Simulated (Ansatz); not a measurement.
# ClH6PSn: the cost of one run

All numbers below are computed with Ansatz 0.2.0 (RKS PBE-D4/def2-SVP).

**1. The structure to begin with**

Bond lengths: Sn1–Cl2 2.760 Å, Sn1–H3 1.740 Å, Sn1–H4 1.739 Å, Sn1–H5 1.739 Å, Sn1–P6 2.760 Å, P6–H7 1.420 Å, P6–H8 1.420 Å. Angles: Cl2–Sn1–H3 109.4°, Cl2–Sn1–H4 109.5°, Cl2–Sn1–H5 109.5°, Cl2–Sn1–P6 71.6°, H3–Sn1–H4 109.5°, H3–Sn1–H5 109.5°, H3–Sn1–P6 178.9°, H4–Sn1–H5 109.5°, H4–Sn1–P6 70.0°, H5–Sn1–P6 70.0°, Sn1–P6–H7 109.5°, Sn1–P6–H8 109.5°, H7–P6–H8 109.4°.

Structure file:

```xyz
9

Sn    0.0000    0.0000    0.0000
Cl    0.0000    0.0000    2.7600
H     1.6408    0.0000   -0.5794
H    -0.8195    1.4198   -0.5794
H    -0.8195   -1.4198   -0.5794
P    -2.6192    0.0000    0.8703
H    -3.3856   -0.8853    0.0670
H    -2.6690   -0.4268    2.2237
H    -1.5447    0.0000    2.2004
```

**2. A restrained relaxation towards end A**

Springs on the bonds that form and break draw the guess towards this end; the thresholds are loose.

File input.yaml:

```yaml
crystal:
  periodic: [false, false, false]
  atoms:
    - { symbol: Sn, position_ang: [0.0, 0.0, 0.0] }
    - { symbol: Cl, position_ang: [0.0, 0.0, 2.76] }
    - { symbol: H, position_ang: [1.6408, 0.0, -0.5794] }
    - { symbol: H, position_ang: [-0.8195, 1.4198, -0.5794] }
    - { symbol: H, position_ang: [-0.8195, -1.4198, -0.5794] }
    - { symbol: P, position_ang: [-2.6192, 0.0, 0.8703] }
    - { symbol: H, position_ang: [-3.3856, -0.8853, 0.067] }
    - { symbol: H, position_ang: [-2.669, -0.4268, 2.2237] }
    - { symbol: H, position_ang: [-1.5447, 0.0, 2.2004] }
basis:
  gaussian: { orbitals: def2-SVP }
hamiltonian:
  xc: pbe
  dispersion: d4
relax:
  f_tol: 0.15
  max_steps: 25
  restrain:
    - { distance: [0, 5], at: 3.66, k: 30.0 }
    - { distance: [8, 1], at: 2.57, k: 30.0 }
    - { distance: [0, 1], at: 2.41, k: 30.0 }
    - { distance: [8, 5], at: 1.42, k: 30.0 }
```

Command:

```bash
$ ansatz run input.yaml --threads 2 --pin off --max-ram 3072MiB --backend cpu --events-out ev --progress --plain --runs-dir out
```

**Question.** How long does this run take on 2 threads of Arm Neoverse V1, shared host, and how much memory does it need?

About 33 s, with a peak of 0.13 GiB.
